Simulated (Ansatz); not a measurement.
# ZrCu: the cost of one run

Program: the Python package of Ansatz 0.2.0. Level of theory: DFT r2SCAN, plane waves, PAW. These are calculated values, not measurements.

## Step 1: The structure

The structure is cubic, space group Pm-3m (No. 221). The conventional cell has a = 3.253 Å, b = 3.253 Å, c = 3.253 Å, α = 90.00°, β = 90.00°, γ = 90.00°. Zr (site symmetry m-3m) is surrounded by 8 Cu at 2.82 Å. Cu (site symmetry m-3m) has 8 Zr at 2.82 Å as nearest neighbours.

The script holds or builds the structure itself.

## Step 2: The code

compress_zrcu.py reads:

```python
'''Cell of ZrCu under pressure.'''

from dataclasses import dataclass

import ansatz as az
import numpy as np


@dataclass(frozen=True)
class RunConfig:
    ecut: int = 650
    mesh: tuple[int, ...] = (10, 10, 10)
    functional: str = 'r2scan'


opts = RunConfig()

def edges_and_angles(cell):
    cell = np.asarray(cell)
    a, b, c = np.linalg.norm(cell, axis=1)
    cosines = cell[1] @ cell[2] / (b * c), cell[0] @ cell[2] / (a * c), cell[0] @ cell[1] / (a * b)
    return (a, b, c, *np.degrees(np.arccos(cosines)))

system = (
    az.Lattice.of((3.252664, 0.0, 0.0), (0.0, 3.252664, 0.0), (0.0, 0.0, 3.252664))
    .atom('Zr', (0.5, 0.5, 0.5))
    .atom('Cu', (0.0, 0.0, 0.0))
)

model = (
    system.calculation()
    .occupations(az.OccupationsMethod.FERMI_DIRAC)
    .basis(opts.ecut)
    .kpoints(*opts.mesh)
    .functional(opts.functional)
)

# H = F + PV, with 1 GPa A^3 = 1/160.21766 eV
rows = []
for pressure in [0, 10, 20, 30, 40]:
    done = model.relax(cell=True, pressure=pressure, force_tolerance=0.005, max_steps=100).run(threads=1, backend='cpu')
    cell = done.lattice.cell_ang
    n_atoms = len(done.lattice.sites)
    volume = abs(np.linalg.det(cell)) / n_atoms
    enthalpy = done.report['free_energy_ev'] / n_atoms + pressure * volume / 160.21766
    rows.append((pressure, volume, enthalpy, *edges_and_angles(cell)))
    print(f'{pressure} GPa done: {volume:.4f} A^3/atom')

print(' P (GPa)  V (A^3/atom)  H (eV/atom)     a       b       c')
for row in rows:
    print('{:8.1f} {:12.4f} {:14.5f} {:7.4f} {:7.4f} {:7.4f}'.format(*row[:6]))
p, v = np.array([row[0] for row in rows], float), np.array([row[1] for row in rows])
print('mean bulk modulus between rows (GPa):', np.round(-np.diff(p) / np.diff(np.log(v)), 1))
```

## Step 3: The calls as engine input

The engine receives this input (first run):

```yaml
crystal:
  lattice:
    - [3.252664, 0.0, 0.0]
    - [0.0, 3.252664, 0.0]
    - [0.0, 0.0, 3.252664]
  atoms:
    - { symbol: Zr, position: [0.5, 0.5, 0.5] }
    - { symbol: Cu, position: [0.0, 0.0, 0.0] }
basis:
  ecutwfc: 650.0
kpoints:
  mp_grid:
    grid: [10, 10, 10]
hamiltonian:
  xc: r2scan
scf:
  occupations:
    method: fermi_dirac
relax:
  f_tol: 0.005
  max_steps: 100
  cell:
    p_target: 0.0
```

## Step 4: Running it

On the command line:

```
$ python compress_zrcu.py
```

Q: Estimate wall time and peak memory on 1 thread of Arm Neoverse V2, shared host.

About 2.7 min, with a peak of 0.6 GiB.
